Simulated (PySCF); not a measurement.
# RuOCl₂: relaxation and vibrations of the triplet

Aim: relax RuOCl₂ as a triplet from a hand-made T-shaped (ligand arrangement 1) geometry, check by its vibrations whether the end is a minimum, and collect its spectrum and constants.

Computed with PySCF 2.14.0. Level: PBE0, basis Ru def2-SVP with ECP28, O def2-SVP, Cl def2-SVP, scalar-relativistic core potentials, no spin–orbit coupling, density fitting.

### 1 Starting geometry

4 atoms, charge 0, spin multiplicity 3.

Bond lengths: Ru1–O2 1.710 Å, Ru1–Cl3 2.240 Å, Ru1–Cl4 2.240 Å. Angles: O2–Ru1–Cl3 88.0°, O2–Ru1–Cl4 176.0°, Cl3–Ru1–Cl4 88.0°.

```xyz
4
charge 0 multiplicity 3
Ru   -0.2712    0.0000   -0.4367
O    -1.9802    0.0000   -0.3770
Cl   -0.2712    0.0000    1.8033
Cl    1.9674    0.0000   -0.3585
```

### 2 T-shaped (ligand arrangement 1) start, triplet: relaxation

The steps below are one call of a driver around PySCF. For each, scf.py gives the equivalent set-up of the SCF; relaxations use the driver's own optimiser. Before each start the driver seeks the lowest SCF state from one or more starting densities and follows internal instabilities, so scf.py alone need not reach the same state.

The program finds Cs symmetry in the start, which this walk keeps. The walk stops when the largest gradient is under 0.0003 Eh/bohr and the energy has settled too.

The input, scf.py:

```python
from pyscf import gto, scf, dft
mol = gto.M(atom='''
Ru    -0.271224     0.000000    -0.436654
O     -1.980224     0.000000    -0.376954
Cl    -0.271224     0.000000     1.803346
Cl     1.967376     0.000000    -0.358454''',
    basis={'Ru': 'def2-SVP', 'O': 'def2-SVP', 'Cl': 'def2-SVP'},
    ecp={'Ru': 'def2-SVP'},
    charge=0, spin=2)
mf = dft.UKS(mol, xc='PBE0')
mf.grids.atom_grid = (50, 194)
aux = {'Ru': 'def2-universal-JKFIT', 'O': 'def2-universal-JKFIT', 'Cl': 'def2-universal-JKFIT'}
mf = mf.density_fit(auxbasis=aux)
mf.kernel()
```

Steps of the walk:

```csv
step,energy (Eh),change (kJ/mol),largest symmetric gradient (Eh/bohr)
0,-1089.748479,0.00,0.03759
1,-1089.757524,-23.75,0.02453
2,-1089.765445,-44.54,0.02017
3,-1089.766981,-48.58,0.00892
4,-1089.767441,-49.78,0.00302
5,-1089.767481,-49.89,0.00101
6,-1089.767497,-49.93,0.00086
7,-1089.767526,-50.01,0.00179
8,-1089.767537,-50.04,0.00108
9,-1089.767538,-50.04,0.00023
```

The walk ran for 17 s (4 threads, shared host).

It settles in Cs symmetry, 50.0 kJ/mol below the start, after 9 steps: Ru–Cl 2.214 Å, Ru–Cl 2.263 Å, Ru–O 1.665 Å; Cl–Ru–Cl 104.1°, Cl–Ru–O 103.7°, Cl–Ru–O 152.1°.

### 3 Hessian and properties

On the finer grid the gradient is checked again; gradients at displacements of ±0.01 bohr then give force constants and infrared intensities.

scf.py, as its differences from that of step 2:

```diff
@@ -3,4 +3,4 @@
-Ru    -0.271224     0.000000    -0.436654
-O     -1.980224     0.000000    -0.376954
-Cl    -0.271224     0.000000     1.803346
-Cl     1.967376     0.000000    -0.358454''',
+Ru    -0.259725     0.000000    -0.285938
+O     -1.861749     0.000000    -0.741965
+Cl    -0.345218     0.000000     1.926714
+Cl     1.954478     0.000000    -0.754486''',
@@ -11 +11 @@
-mf.grids.atom_grid = (50, 194)
+mf.grids.atom_grid = (75, 302)
```

The driver hands on the density of the step before, so the log starts near convergence.

SCF at the final geometry:

```text
init E= -1089.76754247236
[... the frontier-level lines of each cycle are left out ...]
cycle= 1 E= -1089.76754247213  delta_E= 2.29e-10  |g|= 3.2e-05  |ddm|= 4.39e-05
cycle= 2 E= -1089.76754246723  delta_E= 4.9e-09  |g|= 0.000117  |ddm|= 9.72e-05
cycle= 3 E= -1089.76754247255  delta_E= -5.32e-09  |g|= 1.54e-05  |ddm|= 7.51e-05
cycle= 4 E= -1089.76754247268  delta_E= -1.37e-10  |g|= 3.68e-06  |ddm|= 1.74e-05
cycle= 5 E= -1089.76754247271  delta_E= -2.55e-11  |g|= 3.29e-06  |ddm|= 7.92e-06
Extra cycle  E= -1089.76754247273  delta_E= -1.66e-11  |g|= 5.87e-06  |ddm|= 1.25e-05
converged SCF energy = -1089.76754247273  <S^2> = 2.0273284  2S+1 = 3.018164
```

The whole step took 44 s.

Geometry: Cs; Ru–Cl 2.214 Å, Ru–Cl 2.263 Å, Ru–O 1.666 Å; Cl–Ru–Cl 104.2°, Cl–Ru–O 103.7°, Cl–Ru–O 152.2°.

Harmonic modes (main isotopes):

```json
{"symmetry": "a'", "ω (cm⁻¹)": "80", "IR (km/mol)": "0.4", "μ (u)": "37.65", "type": "bend"}
{"symmetry": "a''", "ω (cm⁻¹)": "119", "IR (km/mol)": "5.2", "μ (u)": "25.61", "type": "bend"}
{"symmetry": "a'", "ω (cm⁻¹)": "195", "IR (km/mol)": "6.3", "μ (u)": "19.36", "type": "bend"}
{"symmetry": "a'", "ω (cm⁻¹)": "388", "IR (km/mol)": "35.8", "μ (u)": "38.61", "type": "stretch"}
{"symmetry": "a'", "ω (cm⁻¹)": "409", "IR (km/mol)": "51.2", "μ (u)": "43.54", "type": "stretch"}
{"symmetry": "a'", "ω (cm⁻¹)": "980", "IR (km/mol)": "114", "μ (u)": "17.97", "type": "stretch"}
```

All wavenumbers are real: a minimum.

Properties at this point:

```
Dipole moment                                                   : 0.97 D
Highest occupied level                                          : -7.49 eV
Lowest empty level                                              : -5.18 eV
Rotational constants                                            : 0.1246, 0.0728, 0.04594 cm⁻¹
Zero-point energy                                               : 13.0 kJ/mol
Principal polarisabilities                                      : 34.1, 61.2, 75.1 bohr³
Atomisation energy without zero-point energy                    : 1037 kJ/mol
Principal traceless quadrupole moments about the centre of mass : -6.05, 2.45, 3.61 D Å
Entropy at 298.15 K and 1 bar (electronic part: spin only)      : 346.4 J/(mol K)
Heat capacity Cp at 298.15 K                                    : 71.3 J/(mol K)
Enthalpy at 298.15 K above 0 K                                  : 17.01 kJ/mol
Rotational symmetry number                                      : 1
Spin squared ⟨S²⟩                                               : 2.027
```

Populations by atom (charges in e):

```tsv
atom	Mulliken	Löwdin	polar tensor	spin (Mulliken)	Mayer order to Ru1
Ru1	0.63	-0.32	1.38	1.58	–
O2	-0.32	-0.01	-0.54	0.11	1.97
Cl3	-0.12	0.21	-0.37	0.20	1.28
Cl4	-0.19	0.13	-0.47	0.11	1.18
```

Mulliken populations on Ru1 (outside its core potential): s 2.46, p 6.50, d 6.39, f 0.02.

### 4 Summary of results

| quantity | value |
| --- | --- |
| minimum | triplet, Cs |
| geometry | Ru–Cl 2.214 Å, Ru–Cl 2.263 Å, Ru–O 1.666 Å; Cl–Ru–Cl 104.2°, Cl–Ru–O 103.7°, Cl–Ru–O 152.2° |
| wavenumbers (cm⁻¹) | 80 (a'), 119 (a''), 195 (a'), 388 (a'), 409 (a'), 980 (a') |
| dipole moment | 0.97 D |
| highest occupied, lowest empty level (either spin) | -7.49, -5.18 eV |
| polar-tensor charge of Ru1 | +1.38 e |
| zero-point energy | 13.0 kJ/mol |
| entropy at 298.15 K | 346.4 J/(mol K) |
| atomisation energy (no zero-point energy) | 1037 kJ/mol |
| ⟨S²⟩ | 2.027 |

**Reading.** The molecule stays Cs, as typed, and the end point is a minimum. The strongest infrared band lies at 980 cm⁻¹ (a', stretch). Most of the spin sits on Ru1 (Mulliken spin 1.58, against 2 for the whole molecule). Only this shape and spin were tried, so other structures or states may lie lower. The soft modes, below some 90 cm⁻¹, carry numerical noise of tens of cm⁻¹, and the entropy with them. One determinant may miss the lowest occupation of an open d or f shell.

The search up to here took 70 s.
